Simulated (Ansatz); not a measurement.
# AsFH3Si+ (SMILES F[SiH+][AsH2]): functionals against CCSD(T) at one geometry

Aim: energy, forces and dipole at a structure displaced at random from a GFN2-xTB minimum, from CCSD(T) and from density functionals.

The runs use Ansatz 0.2.0, Gaussian basis; single points in def2-TZVPP.

Cores are frozen in the correlated methods. Filled d shells of the heavier atoms are correlated.

## 1. The starting structure

SMILES `F[SiH+][AsH2]`, 6 atoms, charge 1, spin multiplicity 1.

Atoms are counted from 1 here; the program's logs count them from 0.

Bond lengths: F1–Si2 1.546 Å, Si2–As3 2.368 Å, Si2–H4 1.443 Å, As3–H5 1.511 Å, As3–H6 1.492 Å. Angles: F1–Si2–As3 112.0°, F1–Si2–H4 104.3°, As3–Si2–H4 143.2°, Si2–As3–H5 90.8°, Si2–As3–H6 88.9°, H5–As3–H6 88.2°.

As a file:

```xyz
6
AsFH3Si
F    -1.5171   -1.1121    0.7772
Si   -0.1540   -0.8885    0.0832
As    0.7176    1.2700    0.5181
H     0.1774   -2.1776   -0.4729
H    -0.4915    1.9106   -0.1230
H     1.3621    1.2500   -0.8276
```

## 2. CCSD(T)/def2-TZVPP

run/in.yaml

```yaml
crystal:
  periodic: [false, false, false]
  atoms:
    - {symbol: F, position_ang: [-1.517100, -1.112100, 0.777200]}
    - {symbol: Si, position_ang: [-0.154000, -0.888500, 0.083200]}
    - {symbol: As, position_ang: [0.717600, 1.270000, 0.518100]}
    - {symbol: H, position_ang: [0.177400, -2.177600, -0.472900]}
    - {symbol: H, position_ang: [-0.491500, 1.910600, -0.123000]}
    - {symbol: H, position_ang: [1.362100, 1.250000, -0.827600]}
basis:
  gaussian: {orbitals: def2-TZVPP}
total_charge: 1
correlation: {method: ccsd_t}
output: {forces: true}
```

No record of the launch command was kept for these runs.

## 3. PBE0-D4/def2-TZVPP

Changes to run/in.yaml since step 2:

```diff
@@ -12,3 +12,3 @@
 total_charge: 1
-correlation: {method: ccsd_t}
-output: {forces: true}
+hamiltonian: {xc: pbe0, dispersion: d4}
+output: {forces: true, orbitals: {seedname: orbitals}}
```

## 4. wB97M-V/def2-TZVPP

Changes to run/in.yaml since step 3:

```diff
@@ -12,3 +12,3 @@
 total_charge: 1
-hamiltonian: {xc: pbe0, dispersion: d4}
-output: {forces: true, orbitals: {seedname: orbitals}}
+hamiltonian: {xc: {name: wB97M-V}}
+output: {forces: true}
```

## 5. r2SCAN-D4/def2-TZVPP

Changes to run/in.yaml since step 4:

```diff
@@ -12,3 +12,3 @@
 total_charge: 1
-hamiltonian: {xc: {name: wB97M-V}}
+hamiltonian: {xc: r2scan, dispersion: d4}
 output: {forces: true}
```

## 6. PBE-D4/def2-TZVPP

Changes to run/in.yaml since step 5:

```diff
@@ -12,3 +12,3 @@
 total_charge: 1
-hamiltonian: {xc: r2scan, dispersion: d4}
+hamiltonian: {xc: pbe, dispersion: d4}
 output: {forces: true}
```

## 7. B97M-V/def2-TZVPP

Changes to run/in.yaml since step 6:

```diff
@@ -12,3 +12,3 @@
 total_charge: 1
-hamiltonian: {xc: pbe, dispersion: d4}
+hamiltonian: {xc: {name: B97M-V}}
 output: {forces: true}
```

## 8. HSE06-D4/def2-TZVPP

Changes to run/in.yaml since step 7:

```diff
@@ -12,3 +12,3 @@
 total_charge: 1
-hamiltonian: {xc: {name: B97M-V}}
+hamiltonian: {xc: hse06, dispersion: d4}
 output: {forces: true}
```

(Steps that only read results are left out.)

**Question.** What will these runs give? Wanted: energy less free atoms, CCSD(T)/def2-TZVPP; RMS force component; RMS force error; HOMO and LUMO, PBE0-D4; T1 diagnostic.

**Answer**, as computed:

| quantity | value |
| --- | --- |
| energy less free atoms, CCSD(T)/def2-TZVPP | -898.6 kJ/mol |
| RMS force component | 0.381 to 0.600 eV/Å over the methods |
| RMS force error | PBE0-D4 0.084, wB97M-V 0.056, r2SCAN-D4 0.080, PBE-D4 0.310, B97M-V 0.093, HSE06-D4 0.085 eV/Å |
| HOMO and LUMO, PBE0-D4 | -14.15 and -8.69 eV |
| T1 diagnostic | 0.014 |

**Reading.** Against CCSD(T) the functionals' energies less atoms differ by -72.8 to -21.7 kJ/mol, PBE-D4 by -67.3 kJ/mol. A larger basis would deepen the CCSD(T) value, while the functionals are nearly converged already, so the order here is not reliable. For forces wB97M-V does best and PBE-D4 worst. Frozen-core CCSD(T) forces in triple zeta carry basis errors of their own, and this is one geometry, so small gaps rank nothing.
